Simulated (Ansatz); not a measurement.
# InBi: further runs on the relaxed cell

An exercise on one series of results from a longer session: the logs are not shown, and one member is left open.

The COD entry's cell or inner coordinates are ideal or old and differ from later refinements, so a difference from it is no clean test against experiment.

Computed with Ansatz 0.2.0 (DFT PBEsol, scalar-relativistic, plane waves, PAW, unless a step's input says otherwise).

1 further run of the same task is left out (set aside as unsound or not needed).

**The starting structure**

It takes space group P4/nmm (No. 129, tetragonal). The conventional cell has a = 4.884 Å, b = 4.884 Å, c = 4.901 Å, α = 90.00°, β = 90.00°, γ = 90.00°. In (site symmetry -4m2) has 4 Bi at 3.13 Å and 4 In at 3.45 Å as nearest neighbours. Around Bi (site symmetry 4mm) lie 4 In at 3.13 Å.

Coordinates:

```
In Bi
1.0
     4.88380    0.00000    0.00000
     0.00000    4.88380    0.00000
     0.00000    0.00000    4.90073
In Bi
2 2
Direct
  0.00000 0.00000 0.00000
  0.50000 0.50000 0.00000
  0.00000 0.50000 0.39814
  0.50000 0.00000 0.60186
```

This cell was relaxed beforehand with the same method: volume 29.22 Å³/atom, gap on the mesh none (metal).

The first run:

Input file input.yaml:

```yaml
crystal:
  lattice:
    - [4.8837951511, 0.0, 0.0]
    - [0.0, 4.8837951511, 0.0]
    - [0.0, 0.0, 4.9007345049]
  atoms:
    - { symbol: In, position: [0.0, 0.0, 0.0] }
    - { symbol: In, position: [0.5, 0.5, 0.0] }
    - { symbol: Bi, position: [0.0, 0.5, 0.3981441462] }
    - { symbol: Bi, position: [0.5, 0.0, 0.6018558538] }
basis:
  ecutwfc: 420
kpoints:
  mp_grid: { grid: [8, 8, 10] }
  band_path:
    path:
      - [[0.0, 0.0, 0.0], [0.0, 0.5, 0.0], [0.5, 0.5, 0.0], [0.0, 0.0, 0.0], [0.0, 0.0, 0.5], [0.0, 0.5, 0.5], [0.5, 0.5, 0.5], [0.0, 0.0, 0.5]]
      - [[0.0, 0.5, 0.0], [0.0, 0.5, 0.5]]
      - [[0.5, 0.5, 0.0], [0.5, 0.5, 0.5]]
    npoints: 14
hamiltonian:
  xc: pbesol
scf:
  occupations: { method: gaussian, width: 0.1 }
  n_extra_bands: 10
output:
  forces: true
  stress: true
  eigenvalues: true
  populations: true
  dos: { projected: true, de: 0.02, nscf_kmesh: { grid: [12, 12, 15] } }
  bader: true
  write_density: true
  write_potential: true
  elf: true
  volumetric_format: npy
```

On the command line:

```
$ ansatz run input.yaml --threads 1 --pin off --max-ram 2560MiB --backend cpu --events-out ev --progress --plain --runs-dir out
```

Steps of the session up to this table: Bands, states and charges; The cell scaled to 0.97 of its volume; The cell scaled to 1.03 of its volume; Volume × 0.94; The cell scaled to 1.06 of its volume.

One table of the session follows, with a row left open; its other results are not shown here.

It belongs to the step «Equation of state». 

| volume (Å³/atom) | energy above the lowest point (meV/atom) | pressure (GPa) |
| --- | --- | --- |
| 27.469 | 15.7 | 3.00 |
| 28.346 | 3.7 | 1.40 |
| 29.222 | 0.0 | 0.01 |
| 30.099 | ? | ? |
| 30.976 | 11.2 | -1.91 |

Q: Estimate the row for volume (Å³/atom) = 30.099 from the others.

Worked estimate for «energy above the lowest point (meV/atom)». A straight line through the neighbours (29.222, 0.0) and (30.976, 11.2) gives 0.0 + (11.2 − 0.0) × (30.099 − 29.222) / (30.976 − 29.222) = 5.6; a parabola fitted to 3 rows on both sides gives 2.5.

As computed: energy above the lowest point (meV/atom): 3.0; pressure (GPa): -1.08. In «energy above the lowest point (meV/atom)» the line misses by +2.6 and the parabola by -0.5.
